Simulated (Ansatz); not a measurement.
# C2H6Si2, SMILES [SiH3]C1=C[SiH2]1: a ladder of methods at one geometry

Program: Ansatz's Python interface.

Run as a notebook:

In [1]:
```python
from pathlib import Path
import warnings

import ansatz as az
from ase import Atoms
import numpy as np
```

In [2]:
```python
warnings.simplefilter('ignore', az.DeckWarning)
```

In [3]:
```python
atoms = Atoms(['Si', 'C', 'C', 'Si', 'H', 'H', 'H', 'H', 'H', 'H'], positions=[
    (-0.9792, 0.9326, -0.8553),
    (-0.1205, -0.1697, 0.0124),
    (-0.0552, -1.3542, 0.53),
    (1.5044, -0.3583, 0.7901),
    (-1.3698, 0.4783, -2.2415),
    (-2.2946, 1.3413, -0.1787),
    (-0.2383, 2.2413, -1.0373),
    (-0.5248, -2.2495, 0.6673),
    (1.5857, 0.0027, 2.2668),
    (2.5754, -0.9157, 0.0491),
])
c2h6si2 = az.Crystal.molecule_from_ase(atoms)

setup = (
    c2h6si2.calculation()
    .basis(gaussian='cc-pVDZ')
    .accuracy('high')
)
```

In [4]:
```python
print('functional    E (Ha)        dipole (D)   HOMO (eV)  LUMO (eV)')
for name in ['pbe0', 'b3lyp', 'lc_wpbe', 'hf', 'blyp']:
    summary = setup.functional(name).forces().orbitals().run(threads=1, backend='cpu', runs_dir='runs').report
    lines = Path(summary['orbitals_path']).read_text().splitlines()
    field_of = lambda key: [line.split('=')[1].strip() for line in lines if line.startswith(key)]
    orbitals = [(27.211386 * float(e), s, float(n)) for e, s, n in zip(field_of('Ene='), field_of('Spin='), field_of('Occup='))]
    homo = max(e for e, _, n in orbitals if n > 0.5)
    lumo = min(e for e, _, n in orbitals if n < 0.5)
    dipole = 4.803205 * np.linalg.norm(summary['charge_distribution']['dipole_moment_e_ang'])
    print(f'{name:10s} {summary["free_energy_ev"] / 27.211386246:14.6f} {dipole:9.3f} {homo:11.3f} {lumo:10.3f}')
```
```text
functional    E (Ha)        dipole (D)   HOMO (eV)  LUMO (eV)
pbe0          -658.329702     1.290      -6.775     -1.063
b3lyp         -658.713266     1.301      -6.547     -1.204
lc_wpbe       -658.425130     1.426      -9.316      1.295
hf            -656.961211     1.743      -9.180      2.802
blyp          -658.610767     1.198      -5.519     -1.822
```

What to keep in mind:
- These settings explore the input space; basis and method may be short of convergence.
- The geometry is a force-field or estimated start, not a minimum of this method, and the basis set is short of its limit. A lower total doesn't mark the better method: functionals have no common bound, and MP2 and coupled cluster aren't variational.
- b3lyp holds the VWN-RPA fit, as in Gaussian; the form of ORCA and Turbomole is b3lyp5.
- Levels such as HOMO and LUMO are orbital energies: with these approximate functionals they aren't the ionisation energy and electron affinity, and their gap isn't the fundamental gap.
- For Al to Cl the sets with a tight d function, cc-pV(X+d)Z, are usual.
- Hardware and time: 50 s on 1 thread of Arm Neoverse V2, on a shared host, peak memory 0.43 GiB.
